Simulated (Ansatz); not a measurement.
CsLiCr2Te2S3:

```
Cs Li Cr Te S
1.0
     3.31929    1.91639    6.87982
    -3.31929    1.91639    6.87982
     0.00000   -3.83279    6.87982
Cs Li Cr Te S
1 1 2 2 3
Cartesian
  0.0000 0.0000 0.0000
  0.0000 0.0000 10.3197
  0.0000 0.0000 16.4802
  0.0000 0.0000 4.1593
  0.0000 0.0000 14.0328
  0.0000 0.0000 6.6067
  -2.4147 0.0000 10.3197
  1.2074 -2.0912 10.3197
  1.2074 2.0912 10.3197
```

The cell was built by a generator and needn't be a form met in nature.

Base run:

```yaml
Program: Ansatz 0.2.0
Functional: BLYP
Potentials_or_basis: Ansatz PAW
Cutoff: "420 eV (not typed: the program's choice for these potentials)"
k_mesh: 5 × 5 × 5
Occupations: fermi-dirac, width 0.05 eV
Spin: collinear spin, ferromagnetic start
Starting_moments: "[0.0, 0.0, 3.0, 3.0, 0.0, 0.0, 0.0, 0.0, 0.0] μB"
```

Its results: band gap on the k mesh none (metal or under the smearing width); pressure 2.1 GPa; net moment 4.00 μB per cell; site moments Cs -0.01; Li +0.01; Cr +2.01; Te -0.13; S -0.04 μB; largest force 0.198 eV/Å.

Question: The run is repeated on the same cell with these changes: functional from BLYP to PBE. What comes out?

Answer: Band gap on the k mesh none (metal or under the smearing width); pressure 0.0 GPa; net moment 4.00 μB per cell; site moments Cs -0.01; Li +0.01; Cr +2.07; Te -0.15; S -0.06 μB; largest force 0.006 eV/Å.

PBE binds more tightly than BLYP, so the same cell stands under less pressure.

Caveats: only a ferromagnetic start was run, and an antiferromagnetic order may lie lower in energy; spin-orbit coupling is left out, which moves the levels of the heavy elements (some runs); the PAW data sets come from PBE, with cores solved anew for the run's functional, which leaves a small shift of forces and pressure (some runs).
